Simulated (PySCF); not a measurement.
# C6H8S: the cost of one run

Programs: PySCF 2.14.0, with routines of our own; each step states its level. All values are computed. Atoms count from 0.

## Step 1: The system as given

15 atoms, charge 0, multiplicity 1; geometry from: GFN2-xTB.

## Step 2: Magnetic properties: GIAO CAM-B3LYP/pcSseg-1

Job settings and geometry (Å):

```
{"job": {"kind": "mag", "xc": "CAM-B3LYP", "basis": "pcSseg-1", "isotopologues": 2}, "charge": 0, "multiplicity": 1}
C      1.794910    -0.451040     0.358015
C      1.088802     0.722858    -0.222662
S      1.873826     1.845770    -1.098787
C     -0.372896     0.831541     0.023074
C     -0.910756     0.192524     1.282076
C     -1.647873    -0.707269     0.640901
C     -1.248980    -0.233313    -0.726631
H      1.847803    -0.338629     1.442319
H      1.246825    -1.371056     0.157224
H      2.804942    -0.527972    -0.035590
H     -0.709057     1.854008    -0.157238
H     -0.724902     0.425448     2.314223
H     -2.311090    -1.494348     0.949366
H     -0.689172    -0.941543    -1.334672
H     -2.046797     0.201011    -1.325773
```

Level: GIAO CAM-B3LYP/pcSseg-1 magnetisability, rotational g tensor and spin-rotation constants, non-relativistic, gas phase.

Command:

```sh
$ OMP_NUM_THREADS=1 python excited_run.py task.json out
```

One launch serves the whole session: the jobs run in the order shown.

Q: Estimate the wall time and peak memory of this first job on 1 thread of Arm Neoverse N1, shared host.

About 57 s, with a peak of 0.82 GiB.
